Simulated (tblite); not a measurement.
# H36Si30: the cost of one run

Computed with tblite 0.8.0 and PySCF 2.14.0 and routines of our own; the level stands in each step. Atoms count from 0.

### 1 The starting structure

66 atoms, charge 0, multiplicity 1; geometry from: force field, distance geometry or constructed start.

### 2 Relaxing the molecule with GFN2-xTB

The job: settings as JSON, then the geometry in Å.

```
{"job": {"kind": "relax", "xc": "GFN2-xTB", "basis": "xTB"}, "charge": 0, "multiplicity": 1}
Si     6.252000    -1.017400     0.461400
Si     5.960700    -0.651200    -1.788900
Si     5.467600     1.554800    -2.114100
Si     3.547400     2.122600    -0.992400
Si     3.861200     1.746000     1.260400
Si     1.933400     2.279600     2.377700
Si     0.194600     1.001600     1.612900
Si    -1.723600     1.545900     2.741900
Si    -2.261500     3.744200     2.367300
Si    -2.571100     4.122500     0.128000
Si    -4.269000     2.776600    -0.621800
Si    -3.755000     0.581400    -0.261900
Si    -5.468300    -0.724400    -1.009800
Si    -4.984100    -2.941000    -0.674700
Si    -4.671500    -3.279100     1.572700
Si    -2.950900    -1.978200     2.354700
Si    -3.455000     0.231800     1.981900
Si    -1.032400    -2.525700     1.209400
Si     0.690800    -1.211400     1.977700
Si     2.610600    -1.761200     0.840200
Si     4.335100    -0.466300     1.611000
Si     2.300400    -1.383300    -1.400900
Si     4.214800    -1.923500    -2.518800
Si     0.577800    -2.687800    -2.157800
Si    -1.331400    -2.150000    -1.030200
Si    -3.054500    -3.457600    -1.779800
Si    -1.832700     0.053100    -1.382900
Si    -0.113700     1.366500    -0.628300
Si    -0.649200     3.566700    -0.992400
Si     1.812100     0.826700    -1.744600
H      7.372500    -0.181500     0.961100
H      6.559100    -2.445800     0.698000
H      7.205000    -1.014400    -2.522300
H      5.262300     1.804900    -3.560500
H      6.582800     2.401900    -1.629400
H      3.201900     3.547000    -1.203500
H      4.997600     2.574800     1.730600
H      2.099400     2.047000     3.830500
H      1.576700     3.689800     2.128000
H     -1.519700     1.282100     4.184400
H     -3.508900     4.073000     3.109100
H     -1.149500     4.590100     2.871300
H     -2.898900     5.555000    -0.117400
H     -5.515800     3.098500     0.104700
H     -4.470000     2.987700    -2.071400
H     -6.702100    -0.357200    -0.285700
H     -5.648400    -0.471400    -2.464000
H     -6.104200    -3.786400    -1.168400
H     -5.909900    -2.936600     2.307400
H     -4.340900    -4.711200     1.815900
H     -2.730500    -2.199600     3.803800
H     -4.700700     0.590000     2.684700
H     -0.705500    -3.952100     1.414000
H      0.881400    -1.423100     3.423800
H      2.917000    -3.196900     1.038100
H      4.505100    -0.704900     3.065800
H      4.510200    -3.369100    -2.300700
H      3.996800    -1.678900    -3.972300
H      0.907500    -4.108600    -1.917500
H      0.380900    -2.429400    -3.602000
H     -3.228100    -3.214600    -3.232800
H     -2.697300    -4.879500    -1.554300
H     -2.021800     0.289600    -2.825400
H      0.485500     4.378500    -0.489500
H     -0.807100     3.775000    -2.446300
H      1.599400     1.045500    -3.194300
```

Launch:

```bash
OMP_NUM_THREADS=8 python large_run.py task.json out
```

One launch serves the whole session: the jobs run in the order shown.

**Question.** How long does this first job take on 8 threads of Arm Neoverse V1, shared host, and how much memory does it need?

About 13 s, with a peak of 0.19 GiB.
